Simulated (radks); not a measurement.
# The Coulomb parameter U of the 4f shell of Pr

Aim: U as the second difference [E(n + 0.5) + E(n − 0.5) − 2E(n)]/0.5², with all orbitals relaxed. Bare: the atom's charge changes with n. Screened: the 5d shell takes up the change. The start is a model configuration, not necessarily the ground state.

The numbers are computed with radks (a radial shooting solver on a logarithmic mesh, Libxc functionals) version 1 (scalar-relativistic Kohn-Sham, PBE, spin-unpolarised, spherical densities, finite nucleus), except any that are marked as measured or tabulated.

## Step 1: Starting point

| Property | Result |
| --- | --- |
| element | praseodymium (Z = 59) |
| charge | 0 |
| electrons | 59 |
| configuration | [Xe] 4f1.5 5d1.5 6s2 |
| nuclear rms radius | 4.8919 fm |

## Step 2: Start: [Xe] 4f1.5 5d1.5 6s2

Input:

```text
Z 59
configuration [Xe] 4f1.5 5d1.5 6s2
relativity scalar-relativistic
functional pbe,pbe
spin unpolarised
nucleus finite rms 4.8919 fm
c 137.035999084
```

## Step 3: Bare +0.5: [Xe] 4f2 5d1.5 6s2

Input:

```text
Z 59
configuration [Xe] 4f2 5d1.5 6s2
relativity scalar-relativistic
functional pbe,pbe
spin unpolarised
nucleus finite rms 4.8919 fm
c 137.035999084
```

## Step 4: Bare -0.5: [Xe] 4f1 5d1.5 6s2

Input:

```text
Z 59
configuration [Xe] 4f1 5d1.5 6s2
relativity scalar-relativistic
functional pbe,pbe
spin unpolarised
nucleus finite rms 4.8919 fm
c 137.035999084
```

## Step 5: Screened +0.5: [Xe] 4f2 5d1 6s2

Input:

```text
Z 59
configuration [Xe] 4f2 5d1 6s2
relativity scalar-relativistic
functional pbe,pbe
spin unpolarised
nucleus finite rms 4.8919 fm
c 137.035999084
```

## Step 6: Screened -0.5: [Xe] 4f1 5d2 6s2

Settings, as their differences from step 5:

```diff
@@ -1,3 +1,3 @@
 Z 59
-configuration [Xe] 4f2 5d1 6s2
+configuration [Xe] 4f1 5d2 6s2
 relativity scalar-relativistic
```

What does the calculation give?

As calculated:

| quantity | value (eV) |
| --- | --- |
| U, bare | 13.476 |
| U, screened by 5d | 5.098 |
| F0(4f,4f), frozen orbitals | 25.375 |

What this shows: Relaxing the orbitals brings U down to 53 % of the Slater integral F0. Letting 5d compensate leaves 38 % of the bare value; this second difference measures U(4f,4f) + U(5d,5d) − 2U(4f,5d). The step up makes a negative ion, whose loosely bound charge lowers the bare value. A solid screens further than the bare atom, so the bare value is an upper guide for the U of a crystal.
